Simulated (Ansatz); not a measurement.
# AlFH2SSi: ionisation energy by level of theory

An exercise on one series of results from a longer session: the logs are not shown, and one member is left open.

Computed with Ansatz 0.2.0, Gaussian basis. Level: unrestricted cation, the program's frozen cores in correlated methods.

The runs, in order: UKS PBE-D4/def2-TZVPP; UKS r2SCAN-D4/def2-TZVPP; UKS PBE0-D4/def2-TZVPP; UKS B3LYP-D4/def2-TZVPP; UKS wB97X-V/def2-TZVPP; UKS wB97M-V/def2-TZVPP; UKS B2PLYP/def2-TZVPP; UHF-CCSD(T)/def2-TZVPP; UHF-MP2/def2-QZVPP; extrapolation to the limit; then −ε(HOMO) from the neutral's earlier runs with LDA (SPW92), PBE-D4, revPBE-D4, BLYP-D4, r2SCAN-D4, B97M-V, PBE0-D4, B3LYP-D4, r2SCANh-D4, r2SCAN0-D4, HSE06-D4, BHLYP-D4, CAM-B3LYP-D4, LC-ωPBE, ωB97X-V, ωB97M-V.

**The relaxed structure**

All runs share one geometry, relaxed beforehand with PBE0-D4 in a triple-zeta def2 set.

SMILES `[F][Al]1[SiH2][S]1`, 6 atoms, charge 0, spin multiplicity 1.

Atoms are counted from 1 here; the program's logs count them from 0.

Bond lengths: F1–Al2 1.638 Å, Al2–Si3 2.303 Å, Al2–S4 2.154 Å, Si3–S4 2.221 Å, Si3–H5 1.486 Å, Si3–H6 1.486 Å. Angles: F1–Al2–Si3 163.0°, F1–Al2–S4 137.4°, Si3–Al2–S4 59.7°, Al2–Si3–S4 56.8°, Al2–Si3–H5 125.1°, Al2–Si3–H6 125.1°, S4–Si3–H5 112.8°, S4–Si3–H6 112.8°, H5–Si3–H6 108.9°, Al2–S4–Si3 63.5°.

Set-up of the first run:

in.yaml reads:

```yaml
crystal:
  periodic: [false, false, false]
  atoms:
    - {symbol: F, position_ang: [-0.301951, -2.925431, 0.620876]}
    - {symbol: Al, position_ang: [-0.235288, -1.339744, 0.216118]}
    - {symbol: Si, position_ang: [0.432768, 0.854427, 0.012993]}
    - {symbol: S, position_ang: [-1.422093, 0.058739, -0.914031]}
    - {symbol: H, position_ang: [1.404038, 1.362860, -0.989716]}
    - {symbol: H, position_ang: [0.164624, 1.925048, 1.007560]}
basis:
  gaussian: {orbitals: def2-TZVPP}
total_charge: 1
magnetization: {spin_polarized: true, initial_magnetization: 1}
hamiltonian: {xc: pbe, dispersion: d4}
```

Command:

```console
> ansatz run in.yaml --threads 2 --pin off --events-out ev --progress --plain --max-ram 4352MiB
```

Among the steps run: Cation, UKS PBE-D4/def2-TZVPP; Cation, UKS r2SCAN-D4/def2-TZVPP; Cation, UKS PBE0-D4/def2-TZVPP; Cation, UKS B3LYP-D4/def2-TZVPP; Cation, UKS wB97X-V/def2-TZVPP; Cation, UKS wB97M-V/def2-TZVPP; Cation, UKS B2PLYP (frozen core)/def2-TZVPP; Cation, UHF-CCSD(T)/def2-TZVPP; Cation, UHF-MP2/def2-QZVPP.

One of the session's tables, all rows but one given; the rest of the session is left out.

For comparison, −ε(HOMO) of the neutral from earlier runs:

```
  functional  −ε(HOMO) (eV)
 LDA (SPW92)           6.07
      PBE-D4           5.94
   revPBE-D4           5.89
     BLYP-D4           5.78
   r2SCAN-D4           6.14
      B97M-V           6.15
     PBE0-D4           6.95
    B3LYP-D4           6.75
  r2SCANh-D4              ?
  r2SCAN0-D4           7.07
    HSE06-D4           6.56
    BHLYP-D4           7.83
CAM-B3LYP-D4           8.14
     LC-ωPBE           9.39
     ωB97X-V           9.09
     ωB97M-V           8.88
```

**Question.** Estimate the row for r2SCANh-D4.

Worked estimate for «−ε(HOMO) (eV)». Against the share of exact exchange, r2SCAN-D4 (0, 6.14), r2SCAN0-D4 (0.25, 7.07) give a slope of 3.72 per unit share; at 0.1 the line stands at 6.51.

As computed: −ε(HOMO) (eV): 6.51. In «−ε(HOMO) (eV)» the line misses by 0.00.

To keep in mind: The cation may have settled in a state other than its lowest; no search over hole states beyond the program's own was made.
